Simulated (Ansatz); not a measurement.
# One shape, several levels: singlet GeH2Cl+

Wanted: a comparison of 6 runs (HF/STO-3G, B2PLYP/STO-3G, B3LYP/STO-3G, r2SCAN0/STO-3G, revPBE/STO-3G, MP2/STO-3G) of singlet GeH2Cl+. 

The calculation is run with Ansatz 0.2.0.

57 further runs of the same task are left out: 6 that didn't finish, 51 set aside as unsound or not needed.

## 1. The molecule

GeH2Cl+ has 4 atoms, charge +1, and is taken as a singlet. As SMILES of the parent species, `[Cl][GeH2]`. Geometry: relaxed at PBE0-D4/def2-TZVP. That shape belongs to the parent species and isn't relaxed for this state.

Bond lengths: Cl1–Ge2 2.156 Å, Ge2–H3 1.546 Å, Ge2–H4 1.546 Å. Angles: Cl1–Ge2–H3 106.8°, Cl1–Ge2–H4 106.8°, H3–Ge2–H4 112.3°.

## 2. The energy at HF/STO-3G (run 1)

run.yaml

```yaml
crystal:
  periodic: [false, false, false]
  atoms:
    - {symbol: Cl, position_ang: [-1.562900, 0.305200, 0.993500]}
    - {symbol: Ge, position_ang: [0.106700, -0.451100, -0.141600]}
    - {symbol: H, position_ang: [0.072700, 0.259600, -1.514200]}
    - {symbol: H, position_ang: [1.383400, -0.113700, 0.662300]}
basis:
  gaussian:
    orbitals: STO-3G
total_charge: 1
hamiltonian:
  xc: hf
accuracy: high
```

Command:

```console
$ ansatz run run.yaml --threads 1 --pin off --max-ram 2610MiB --events-out events.jsonl --progress --plain --runs-dir runs
```

Standard output:

```text
Warning: RAYON_NUM_THREADS=1 ignored (pool sized by the plan → 1); use --threads N
Functional definition: HF
  name "HF"
  exchange = exact_x
  correlation = 0
425 factors; integrals over basis functions are off by at most 4.7e-9 eV
mean field evaluation 1: about -68223.1546 eV, gradient 1.8e1 eV
mean field evaluation 2: about -68223.1737 eV, gradient 1.8e1 eV
mean field evaluation 4: about -68225.6398 eV, gradient 1.2e0 eV
mean field evaluation 8: about -68225.6555 eV, gradient 2.4e-2 eV
mean field -68225.65546560 eV, -2507.2465933504 hartree, gradient 5.0e-8 eV, S^2 0.000000; 0 other end points of the search recorded, 0 dependent functions left out
reference -68225.65546560 eV, -2507.2465933504 hartree; 25, 25 occupied and 4, 4 virtual orbitals, 425 factors
Total energy: -68225.65546560 eV, -2507.2465933504 hartree
```

It took 0.22 s on 1 thread of Arm Neoverse V1, shared host.

## 3. A single-point energy at B2PLYP/STO-3G (run 2)

molecule.yaml

```yaml
crystal:
  periodic: [false, false, false]
  atoms:
    - {symbol: Cl, position_ang: [-1.562900, 0.305200, 0.993500]}
    - {symbol: Ge, position_ang: [0.106700, -0.451100, -0.141600]}
    - {symbol: H, position_ang: [0.072700, 0.259600, -1.514200]}
    - {symbol: H, position_ang: [1.383400, -0.113700, 0.662300]}
basis:
  gaussian:
    orbitals: STO-3G
total_charge: 1
hamiltonian:
  xc: {name: B2PLYP}
correlation:
  frozen_orbitals: {Cl: 5, Ge: 9, H: 0}
accuracy: high
```

Command:

```console
$ ansatz run molecule.yaml --threads 1 --pin off --max-ram 2610MiB --events-out events.jsonl --progress --plain --runs-dir runs
```

Standard output, cut to the lines that bear on the results:

```text
Warning: RAYON_NUM_THREADS=1 ignored (pool sized by the plan → 1); use --threads N
Functional definition: B2PLYP
  name "B2PLYP"
[...]
425 factors; integrals over basis functions are off by at most 4.7e-9 eV
[...]
mean field -68263.80189265 eV, -2508.6484486879 hartree, gradient 2.4e-8 eV, S^2 0.000000; 0 other end points of the search recorded, 0 dependent functions left out
14 core orbitals not correlated: weight in the atoms' cores, before any rotation towards them, 1.000 or more for the frozen orbitals, at most 0.000 for the correlated occupied ones
reference -68263.80190964 eV, -2508.6484493124 hartree; 11, 11 occupied and 4, 4 virtual orbitals, 425 factors
second order -2.05216783 eV of doubles, -0.00000000 eV of singles
Total energy: -68264.35599495 eV, -2508.6688115721 hartree
```

It took 2.2 s on 1 thread of Arm Neoverse V1, shared host; peak memory 0.1 GiB.

Runs 3 to 5 aren't shown in full; the table further down has their settings and results.

## 4. The energy at MP2/STO-3G (run 6)

in.yaml

```yaml
crystal:
  periodic: [false, false, false]
  atoms:
    - symbol: Cl
      position_ang: [-1.562900, 0.305200, 0.993500]
    - symbol: Ge
      position_ang: [0.106700, -0.451100, -0.141600]
    - symbol: H
      position_ang: [0.072700, 0.259600, -1.514200]
    - symbol: H
      position_ang: [1.383400, -0.113700, 0.662300]
basis:
  gaussian: {orbitals: STO-3G}
correlation: {method: mp2, frozen_orbitals: {Cl: 5, Ge: 9, H: 0}}
total_charge: 1
accuracy: high
```

Command:

```console
$ ansatz run in.yaml --threads 1 --pin off --max-ram 2610MiB --events-out events.jsonl --progress --plain --runs-dir runs
```

Standard output:

```text
Warning: RAYON_NUM_THREADS=1 ignored (pool sized by the plan → 1); use --threads N
Functional definition: HF
  name "HF"
  exchange = exact_x
  correlation = 0
425 factors; integrals over basis functions are off by at most 4.7e-9 eV
mean field evaluation 1: about -68223.1546 eV, gradient 1.8e1 eV
mean field evaluation 2: about -68223.1737 eV, gradient 1.8e1 eV
mean field evaluation 4: about -68225.6398 eV, gradient 1.2e0 eV
mean field evaluation 8: about -68225.6555 eV, gradient 2.4e-2 eV
mean field -68225.65546560 eV, -2507.2465933504 hartree, gradient 5.0e-8 eV, S^2 0.000000; 0 other end points of the search recorded, 0 dependent functions left out
14 core orbitals not correlated: weight in the atoms' cores, before any rotation towards them, 1.000 or more for the frozen orbitals, at most 0.000 for the correlated occupied ones
reference -68225.65546560 eV, -2507.2465933504 hartree; 11, 11 occupied and 4, 4 virtual orbitals, 425 factors
second order -1.33126290 eV of doubles, -0.00000000 eV of singles
Total energy: -68226.98672849 eV, -2507.2955163595 hartree
```

Wall time 0.26 s (1 thread of Arm Neoverse V1, shared host).

## 5. The series

| run | level | frozen core orbitals | energy (Eh) | wall time |
| --- | --- | --- | --- | --- |
| 1 | HF/STO-3G | – | -2507.246593 | 0.22 s |
| 2 | B2PLYP/STO-3G | 14 | -2508.668812 | 2.2 s |
| 3 | B3LYP/STO-3G | – | -2509.136416 | 1.6 s |
| 4 | r2SCAN0/STO-3G | – | -2509.271729 | 3.6 s |
| 5 | revPBE/STO-3G | – | -2508.887305 | 1.4 s |
| 6 | MP2/STO-3G | 14 | -2507.295516 | 0.26 s |

## 6. What came out

```
                                           quantity           value
                                run 6: total energy  -2507.29552 Eh
run 6: correlation energy (14 core orbitals frozen)       -48.9 mEh
```

What this shows: Totals of different functionals can't be ranked against each other. In runs 1, 2, 3, 4, 5, 6 the basis is minimal, so the values are rough. All runs together took 9.3 s, the longest 3.6 s.
